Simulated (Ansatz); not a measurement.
# ClH3O3SW: one species, many methods

The task here is to estimate one member of a computed series from the others.

The runs use Ansatz 0.2.0, Gaussian basis; functionals in def2-TZVPP, the program's frozen cores in correlated methods.

The runs, in order: LDA (SPW92), PBE-D4, revPBE-D4, BLYP-D4, r2SCAN-D4, B97M-V, PBE0-D4, B3LYP-D4, r2SCANh-D4, r2SCAN0-D4, HSE06-D4, BHLYP-D4, CAM-B3LYP-D4, LC-ωPBE, ωB97X-V, ωB97M-V, B2PLYP, PBE-QIDH; CCSD(T)/def2-SVP; CCSD(T)/def2-TZVPP; MP2/def2-QZVPP; extrapolation to the limit; RPA on PBE.

### The geometry

The geometry comes from an earlier relaxation with PBE0-D4 in a triple-zeta def2 set; it is a stationary point, not always the lowest conformer. W takes the def2 core potential; no spin-orbit term is included.

SMILES `[OH][W]([OH])([OH])(=[S])[Cl]`, 9 atoms, charge 0, spin multiplicity 1.

Atoms are counted from 1 here; the program's logs count them from 0.

Bond lengths: O1–W2 1.878 Å, O1–H7 0.961 Å, W2–O3 1.878 Å, W2–O4 1.866 Å, W2–S5 2.110 Å, W2–Cl6 2.409 Å, O3–H8 0.961 Å, O4–H9 0.960 Å. Angles: W2–O1–H7 122.5°, O1–W2–O3 147.2°, O1–W2–O4 91.3°, O1–W2–S5 105.2°, O1–W2–Cl6 80.2°, O3–W2–O4 91.3°, O3–W2–S5 105.2°, O3–W2–Cl6 80.2°, O4–W2–S5 106.9°, O4–W2–Cl6 147.6°, S5–W2–Cl6 105.5°, W2–O3–H8 122.5°, W2–O4–H9 126.3°.

Set-up of the first run:

Contents of in.yaml:

```yaml
crystal:
  periodic: [false, false, false]
  atoms:
    - {symbol: O, position_ang: [1.840367, 0.108841, 0.024990]}
    - {symbol: W, position_ang: [-0.030254, 0.110283, -0.145511]}
    - {symbol: O, position_ang: [-1.681041, -0.433067, 0.567000]}
    - {symbol: O, position_ang: [0.027372, -1.382275, -1.263645]}
    - {symbol: S, position_ang: [-0.473938, 1.773693, -1.365998]}
    - {symbol: Cl, position_ang: [0.178587, 0.988354, 2.088548]}
    - {symbol: H, position_ang: [2.285774, 0.413788, 0.819589]}
    - {symbol: H, position_ang: [-1.942449, -0.237921, 1.470502]}
    - {symbol: H, position_ang: [-0.115917, -1.387894, -2.212674]}
basis:
  gaussian: {orbitals: def2-TZVPP}
hamiltonian: {xc: lda}
output: {orbitals: {seedname: orbitals}}
```

Started as:

```sh
ansatz run in.yaml --threads 4 --pin off --events-out ev --progress --plain --max-ram 11315MiB
```

Among the steps run: LDA; PBE-D4 (GGA); revPBE-D4 (GGA); BLYP-D4 (GGA); r2SCAN-D4 (meta-GGA); B97M-V (meta-GGA); PBE0-D4 (hybrid); B3LYP-D4 (hybrid); r2SCANh-D4 (hybrid); r2SCAN0-D4 (hybrid); HSE06-D4 (hybrid); BHLYP-D4 (hybrid); CAM-B3LYP-D4 (range-separated); LC-ωPBE (range-separated); ωB97X-V (range-separated); ωB97M-V (range-separated); B2PLYP (double hybrid); PBE-QIDH (double hybrid).

One table of the session follows, with a row left open; its other results are not shown here.

It belongs to the step «Orbital energies across the functionals». 

| functional | HOMO (eV) | LUMO (eV) | gap (eV) |
| --- | --- | --- | --- |
| LDA (SPW92) | -6.92 | -3.77 | 3.15 |
| PBE-D4 | -6.75 | -3.54 | 3.21 |
| revPBE-D4 | -6.69 | -3.46 | 3.23 |
| BLYP-D4 | -6.59 | -3.42 | 3.17 |
| r2SCAN-D4 | -7.08 | -3.53 | 3.56 |
| B97M-V | -7.14 | -3.47 | 3.67 |
| PBE0-D4 | -8.06 | -2.90 | 5.16 |
| B3LYP-D4 | -7.80 | -3.08 | 4.73 |
| r2SCANh-D4 | -7.56 | -3.28 | 4.28 |
| r2SCAN0-D4 | -8.28 | -2.90 | 5.38 |
| HSE06-D4 | -7.66 | -3.27 | 4.39 |
| BHLYP-D4 | -9.21 | -2.11 | 7.10 |
| CAM-B3LYP-D4 | -9.35 | -1.89 | 7.47 |
| LC-ωPBE | -10.69 | -0.86 | 9.83 |
| ωB97X-V | ? | ? | ? |
| ωB97M-V | -10.20 | -0.93 | 9.27 |

**Question.** Estimate the row for ωB97X-V.

As computed: HOMO (eV): -10.35; LUMO (eV): -0.91; gap (eV): 9.44. In the column «HOMO (eV)» it lies between LC-ωPBE (-10.69) and ωB97M-V (-10.20).
